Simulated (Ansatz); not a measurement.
# AsH7Si: the cost of one run

Program: Ansatz 0.2.0, Gaussian basis. Level of theory: RKS PBE-D4/def2-SVP. These are calculated values, not measurements.

Levels: PBE-D4, revPBE-D4, BLYP-D4, r2SCAN-D4, B97M-V, PBE0-D4, B3LYP-D4, HSE06-D4, wB97X-V, wB97M-V, B2PLYP, Hartree-Fock, MP2, CCSD, CCSD(T). The reference is CCSD(T) extrapolated to the basis limit. For elements past Ar these valence bases correlate outer-core shells poorly and lack relativity, so that limit is rough.

Correlated methods freeze the cores. Filled d shells of the heavier atoms are correlated. B3LYP uses VWN-RPA correlation. B2PLYP carries no dispersion term here.

176 further runs of the same task are left out: 176 set aside as unsound or not needed. Runs told in other sessions of the task aren't counted.

## Step 1: The system as given

The pair, from a GFN2-xTB docking trial: 9 atoms, charge 0, spin multiplicity 1.

Atoms are counted from 1 here; the program's logs count them from 0.

Bond lengths: Si1–H2 1.464 Å, Si1–H3 1.466 Å, Si1–H4 1.464 Å, Si1–H5 1.463 Å, As6–H7 1.498 Å, As6–H8 1.492 Å, As6–H9 1.495 Å. Angles: H2–Si1–H3 109.6°, H2–Si1–H4 109.6°, H2–Si1–H5 109.1°, H3–Si1–H4 109.8°, H3–Si1–H5 109.7°, H4–Si1–H5 108.9°, H7–As6–H8 89.1°, H7–As6–H9 89.1°, H8–As6–H9 89.5°.

Coordinates:

```mol
AsH7Si
  3D, bonds by distance, orders not assigned

  9  7  0  0  0  0  0  0  0  0999 V2000
   -0.0294   -0.0008   -1.8130 Si  0  0
   -0.9635    1.0298   -1.3567 H   0  0
   -0.3116   -1.2625   -1.1218 H   0  0
    1.3444    0.4215   -1.5335 H   0  0
   -0.1847   -0.1826   -3.2564 H   0  0
   -0.1843   -0.5809    2.0570 As  0  0
    0.0879   -0.2120    3.4830 H   0  0
    1.1101    0.0521    1.6696 H   0  0
   -0.8688    0.7354    1.8717 H   0  0
  1  2  8  0
  1  3  8  0
  1  4  8  0
  1  5  8  0
  6  7  8  0
  6  8  8  0
  6  9  8  0
M  END
```

Atoms 1 to 5 are fragment A (SiH4), the rest fragment B (AsH3).

## Step 2: A first relaxation in a small basis

Input file pre/in.yaml:

```yaml
crystal:
  periodic: [false, false, false]
  atoms:
    - {symbol: Si, position_ang: [-0.029400, -0.000800, -1.813000]}
    - {symbol: H, position_ang: [-0.963500, 1.029800, -1.356700]}
    - {symbol: H, position_ang: [-0.311600, -1.262500, -1.121800]}
    - {symbol: H, position_ang: [1.344400, 0.421500, -1.533500]}
    - {symbol: H, position_ang: [-0.184700, -0.182600, -3.256400]}
    - {symbol: As, position_ang: [-0.184300, -0.580900, 2.057000]}
    - {symbol: H, position_ang: [0.087900, -0.212000, 3.483000]}
    - {symbol: H, position_ang: [1.110100, 0.052100, 1.669600]}
    - {symbol: H, position_ang: [-0.868800, 0.735400, 1.871700]}
basis:
  gaussian: {orbitals: def2-SVP}
hamiltonian: {xc: pbe, dispersion: d4}
relax: {f_tol: 0.03, max_steps: 250}
```

On the command line:

```console
ansatz run in.yaml --threads 4 --pin off --events-out ev --progress --plain --max-ram 9574MiB
```

**Question.** How long does this run take on 4 threads of Arm Neoverse V1, shared host?

About 3.5 s.
